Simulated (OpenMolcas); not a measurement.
# SnNH2F (SMILES [NH2][Sn][F]), step by step

Wanted: the energy (HF/ANO-R0), then the energy (CASSCF(2,2)/ANO-R1), then an energy scan (CASPT2(2,2)/ANO-R1), then an energy scan (SC-NEVPT2(2,2)/ANO-R1), then an energy scan (MC-PDFT[tPBE](2,2)/ANO-R1) of SnNH2F. 

The calculation is run with OpenMolcas 26.06.

## 1. The system as given

The species is SnNH2F (5 atoms), meant as a singlet with charge 0. As SMILES, `[NH2][Sn][F]`. The shape is that of a PBE0-D4/def2-TZVP optimisation. This is one conformer, not always the lowest.

Bond lengths: N1–Sn2 2.003 Å, Sn2–F3 1.951 Å, N1–H4 1.008 Å, N1–H5 1.010 Å. Angles: N1–Sn2–F3 92.0°, Sn2–N1–H4 126.2°, Sn2–N1–H5 121.8°, H4–N1–H5 112.0°.

## 2. A single-point energy at HF/ANO-R0 (sfX2C) (run 1)

Input file input.xyz:

```xyz
5

N     -0.302900     0.495500    -0.393300
Sn     0.338900    -0.053700     1.423200
F      0.966900    -1.775900     0.754300
H     -0.746800     1.369300    -0.629100
H     -0.206200    -0.108900    -1.196600
```

Input file step1.input:

```
&GATEWAY
 Coord=input.xyz
 Basis=ANO-R0
 Group=NoSym

&SEWARD

&SCF
 PrOrbitals=0

&LOCALISATION
 Occupied
 Freeze
 Pipek-Mezey

&LOCALISATION
 FileOrb=$Project.LocOrb
 Virtual
 Pipek-Mezey
```

Started as:

```bash
$ export MOLCAS_MEM=1860
$ pymolcas step1.input > step1.log
```

What it wrote:

```text
--- Start Module: gateway ---
[...]
--- Stop Module: gateway /rc=_RC_ALL_IS_WELL_ ---
[...]
      Basis functions           39
[...]
       Convergence after  14 Iterations
[...]
::    Total SCF energy                              -6328.6541480984
[...]
      Total spin, S                                     0.0000000000
[...]
      Total electronic charge=   68.000000
      Total            charge=   -0.000000
[...]
      Dipole Moment (debye):
      Origin of the operator (angstrom)=    0.3473   -0.2064    1.1466
                   X= -5.0497E-01               Y=  8.7002E-01               Z= -5.2407E-01           Total=  1.1343E+00
      Quadrupole Moment (debye*angstrom):
[...]
--- Start Module: localisation ---
[...]
--- Stop Module: localisation /rc=_RC_ALL_IS_WELL_ ---
--- Start Module: localisation ---
[...]
--- Stop Module: localisation /rc=_RC_ALL_IS_WELL_ ---
[...]
```

Wall time 6.9 s (1 thread of Intel Xeon Platinum 8259CL at 2.50GHz (Skylake/Cascade Lake), shared host); peak memory 0.41 GiB.

## 3. The energy at CASSCF(2,2)/ANO-R1 (sfX2C, RICD fitting) (run 2)

input.xyz is that of step 2.

Input file step2.input:

```
* FH2NSn CASSCF

&GATEWAY
 COORD = input.xyz
 BASIS = ANO-R0
 GROUP = NoSym

&SEWARD

&RASSCF
 FILEORB = $CurrDir/step1.LocOrb
 ALTER = 2
 1 32 34
 1 35 37
 SPIN = 1
 NACTEL = 2 0 0
 INACTIVE = 33
 RAS2 = 2
 ORBLISTING = Nothing
>>> COPY $Project.RunFile RUNFIL1
>>> COPY $Project.RasOrb INPORB

&GATEWAY
 COORD = input.xyz
 BASIS = ANO-R1
 GROUP = NoSym
 RICD

&SEWARD
>>> COPY $Project.RunFile RUNFIL2

&EXPBAS

&RASSCF
 FILEORB = $Project.ExpOrb
 SPIN = 1
 NACTEL = 2 0 0
 INACTIVE = 33
 RAS2 = 2
 ORBLISTING = Nothing
```

Started as:

```bash
$ export MOLCAS_MEM=1860
$ pymolcas step2.input > step2.log
```

What it wrote:

```text
--- Start Module: gateway ---
[...]
      Basis functions           39
[...]
      Number of active orbitals                  2
[...]
      Spin quantum number                      0.0
[...]
      Active orbitals                            2
[...]
      Number of CSFs                             3
[...]
      Number of root(s) required                 1
[...]
      Convergence after 15 iterations
[...]
      printout of CI-coefficients larger than  0.05 for root  1
      energy=   -6328.679804
      conf/sym  11     Coeff  Weight
             1  20   0.98341 0.96709
             3  02  -0.18141 0.03291
      Natural orbitals and occupation numbers for root  1
      sym 1:   1.934183   0.065817
      ************************************************************************************************************************
      *                                                    Final results                                                     *
[...]
::    RASSCF root number  1 Total energy:  -6328.67980430
[...]
      Basis functions           81
[...]
      Convergence after 21 iterations
[...]
      Natural orbitals and occupation numbers for root  1
      sym 1:   1.980601   0.019399
      ************************************************************************************************************************
      *                                                    Final results                                                     *
[...]
::    RASSCF root number  1 Total energy:  -6329.11688721
[...]
      Total electronic charge=   68.000000
      Total            charge=   -0.000000
[...]
      Dipole Moment (debye):
      Origin of the operator (angstrom)=    0.3473   -0.2064    1.1466
                   X= -1.0351E+00               Y=  2.4866E+00               Z=  3.7704E-01           Total=  2.7197E+00
      Quadrupole Moment (debye*angstrom):
[...]
```

It took 29 s on 1 thread of Intel Xeon Platinum 8259CL at 2.50GHz (Skylake/Cascade Lake), shared host; peak memory 0.42 GiB.

## 4. The energy along one coordinate at CASPT2(2,2)/ANO-R1 (sfX2C, RICD fitting, ipea shift 0.25 Eh, pt2 variant SS) (run 3)

Input file step3.inp:

```
* FH2NSn CASPT2
>>> COPY $CurrDir/step2.RasOrb $Project.RasOrb
>>> ForEach K in (1, 2, 3, 4, 5, 6, 7, 8, 9)
&GATEWAY
COORD=$CurrDir/point$K.xyz
BASIS=ANO-R1
GROUP=NoSym
RICD
&SEWARD
&RASSCF
FILEORB=$Project.RasOrb
SPIN=1
NACTEL=2 0 0
INACTIVE=33
RAS2=2
ORBLISTING=Nothing
&CASPT2
IMAGINARY=0.2
FROZEN=20
>>> EndDo
```

Started as:

```bash
$ export MOLCAS_MEM=1860
$ pymolcas step3.inp > step3.log
```

What it wrote:

```text
[...]
      Basis functions           81
[...]
      Number of active orbitals                  2
[...]
      Spin quantum number                      0.0
[...]
      Active orbitals                            2
[...]
      Number of CSFs                             3
[...]
      Number of root(s) required                 1
[...]
      Convergence after 17 iterations
[...]
      printout of CI-coefficients larger than  0.05 for root  1
      energy=   -6329.098877
      conf/sym  11     Coeff  Weight
             1  20   0.99669 0.99340
             3  02  -0.08127 0.00660
      Natural orbitals and occupation numbers for root  1
      sym 1:   1.986790   0.013210
      ************************************************************************************************************************
      *                                                    Final results                                                     *
[...]
::    RASSCF root number  1 Total energy:  -6329.09887658
[...]
::    CASPT2 Root  1     Total energy:  -6329.85374445
[...]
      Convergence after 16 iterations
[...]
      Natural orbitals and occupation numbers for root  1
      sym 1:   1.980616   0.019384
      ************************************************************************************************************************
      *                                                    Final results                                                     *
[...]
      Convergence after 27 iterations
[...]
      Convergence after 21 iterations
[...]
      Convergence after 22 iterations
[...]
::    RASSCF root number  1 Total energy:  -6328.98107249
[...]
::    CASPT2 Root  1     Total energy:  -6329.69899902
[...]
      Convergence after  8 iterations
[...]
::    RASSCF root number  1 Total energy:  -6328.98047542
[...]
      Reference weight:           0.85062
[...]
::    CASPT2 Root  1     Total energy:  -6329.69770907
[...]
```

Wall time 3.3 min (1 thread of Intel Xeon Platinum 8259CL at 2.50GHz (Skylake/Cascade Lake), shared host); peak memory 0.27 GiB.

The scan, from its lowest point:

```tsv
F3–Sn2 (Å)	energy (kJ/mol)
1.756	37.9
1.951	0.0
2.146	40.2
2.439	138.2
2.829	261.2
3.317	373.0
3.903	428.1
4.683	444.1
5.854	447.5
```

## 5. The energy along one coordinate at SC-NEVPT2(2,2)/ANO-R1 (sfX2C, RICD fitting, pt2 variant SC-NEVPT2) (run 4)

Input file step4.inp:

```
* FH2NSn NEVPT2
>>> COPY $CurrDir/step2.RasOrb $Project.RasOrb
>>> ForEach K in (1, 2, 3, 4, 5, 6, 7, 8, 9)
&GATEWAY
Coord = $CurrDir/point$K.xyz
Basis = ANO-R1
Group = NoSym
RICD
&SEWARD
&RASSCF
FileOrb = $Project.RasOrb
Spin = 1
Nactel = 2 0 0
Inactive = 33
Ras2 = 2
OrbListing = Nothing
&CASPT2
SC-NEVPT2
Frozen = 20
>>> EndDo
```

Started as:

```bash
$ export MOLCAS_MEM=1860
$ pymolcas step4.inp > step4.log
```

What it wrote:

```text
--- Start Module: gateway ---
[...]
      Basis functions           81
[...]
      Number of active orbitals                  2
[...]
      Spin quantum number                      0.0
[...]
      Active orbitals                            2
[...]
      Number of CSFs                             3
[...]
      Number of root(s) required                 1
[...]
      Convergence after 17 iterations
[...]
      printout of CI-coefficients larger than  0.05 for root  1
      energy=   -6329.098877
      conf/sym  11     Coeff  Weight
             1  20   0.99669 0.99340
             3  02  -0.08127 0.00660
      Natural orbitals and occupation numbers for root  1
      sym 1:   1.986790   0.013210
      ************************************************************************************************************************
      *                                                    Final results                                                     *
[...]
::    RASSCF root number  1 Total energy:  -6329.09887658
[...]
::    SC-NEVPT2 Root  1     Total energy:  -6329.85371437
[...]
      Convergence after 16 iterations
[...]
      Natural orbitals and occupation numbers for root  1
      sym 1:   1.980616   0.019384
      ************************************************************************************************************************
      *                                                    Final results                                                     *
[...]
      Convergence after 27 iterations
[...]
      Convergence after 21 iterations
[...]
      Convergence after 22 iterations
[...]
::    RASSCF root number  1 Total energy:  -6328.98107249
[...]
::    SC-NEVPT2 Root  1     Total energy:  -6329.69655036
[...]
      Convergence after  8 iterations
[...]
::    RASSCF root number  1 Total energy:  -6328.98047542
[...]
::    SC-NEVPT2 Root  1     Total energy:  -6329.69533087
[...]
```

Wall time 3.4 min (1 thread of Intel Xeon Platinum 8259CL at 2.50GHz (Skylake/Cascade Lake), shared host); peak memory 0.27 GiB.

The scan, from its lowest point:

```tsv
F3–Sn2 (Å)	energy (kJ/mol)
1.756	42.8
1.951	0.0
2.146	36.8
2.439	132.5
2.829	260.1
3.317	382.9
3.903	439.9
4.683	455.5
5.854	458.7
```

## 6. The energy along one coordinate at MC-PDFT[tPBE](2,2)/ANO-R1 (sfX2C, RICD fitting) (run 5)

Input file step5.input:

```
>>> COPY $CurrDir/step2.RasOrb $Project.RasOrb
>>> ForEach K in (1, 2, 3, 4, 5, 6, 7, 8, 9)

&GATEWAY
  Coord=$CurrDir/point$K.xyz
  Basis=ANO-R1
  Group=NoSym
  RICD

&SEWARD

&RASSCF
  FileOrb=$Project.RasOrb
  Spin=1
  Nactel=2 0 0
  Inactive=33
  Ras2=2
  OrbListing=Nothing

&MCPDFT
  KSDFT=T:PBE
>>> EndDo
```

Started as:

```bash
$ export MOLCAS_MEM=1860
$ pymolcas step5.input > step5.log
```

What it wrote:

```text
--- Start Module: gateway ---
[...]
      Basis functions           81
[...]
      Number of active orbitals                  2
[...]
      Spin quantum number                      0.0
[...]
      Active orbitals                            2
[...]
      Number of CSFs                             3
[...]
      Number of root(s) required                 1
[...]
      Convergence after 17 iterations
[...]
      printout of CI-coefficients larger than  0.05 for root  1
      energy=   -6329.098877
      conf/sym  11     Coeff  Weight
             1  20   0.99669 0.99340
             3  02  -0.08127 0.00660
      Natural orbitals and occupation numbers for root  1
      sym 1:   1.986790   0.013210
      ************************************************************************************************************************
      *                                                    Final results                                                     *
[...]
::    RASSCF root number  1 Total energy:  -6329.09887658
[...]
::    MCPDFT root number  1 Total energy:  -6331.95334330
[...]
      Convergence after 16 iterations
[...]
      Natural orbitals and occupation numbers for root  1
      sym 1:   1.980616   0.019384
      ************************************************************************************************************************
      *                                                    Final results                                                     *
[...]
      Convergence after 27 iterations
[...]
      Convergence after 21 iterations
[...]
      Convergence after 22 iterations
[...]
::    RASSCF root number  1 Total energy:  -6328.98107249
[...]
::    MCPDFT root number  1 Total energy:  -6331.79229002
[...]
      Convergence after  8 iterations
[...]
::    RASSCF root number  1 Total energy:  -6328.98047542
[...]
::    MCPDFT root number  1 Total energy:  -6331.79053361
[...]
```

It took 3.6 min on 1 thread of Intel Xeon Platinum 8259CL at 2.50GHz (Skylake/Cascade Lake), shared host; peak memory 0.27 GiB.

The scan, from its lowest point:

```tsv
F3–Sn2 (Å)	energy (kJ/mol)
1.756	52.5
1.951	0.0
2.146	28.6
2.439	110.5
2.829	217.2
3.317	356.4
3.903	447.7
4.683	475.4
5.854	480.0
```

## 7. Summary of results

```
                                                   quantity           value
                             run 1, HF/ANO-R0: total energy  -6328.65415 Eh
                            run 1, HF/ANO-R0: dipole moment          1.13 D
                              run 1, HF/ANO-R0: HOMO energy        -8.72 eV
                              run 1, HF/ANO-R0: LUMO energy         1.65 eV
                            run 1, HF/ANO-R0: HOMO–LUMO gap        10.36 eV
                    run 2, CASSCF(2,2)/ANO-R1: total energy  -6329.11689 Eh
  run 2, CASSCF(2,2)/ANO-R1: dipole moment (CASSCF density)          2.72 D
       run 3, CASPT2(2,2)/ANO-R1: lowest energy of the scan  -6329.86817 Eh
    run 4, SC-NEVPT2(2,2)/ANO-R1: lowest energy of the scan  -6329.87003 Eh
run 5, MC-PDFT[tPBE](2,2)/ANO-R1: lowest energy of the scan  -6331.97336 Eh
```

What this shows: Mulliken charges (run 2, CASSCF(2,2)/ANO-R1) run from -0.81 on N1 to +1.01 on Sn2.
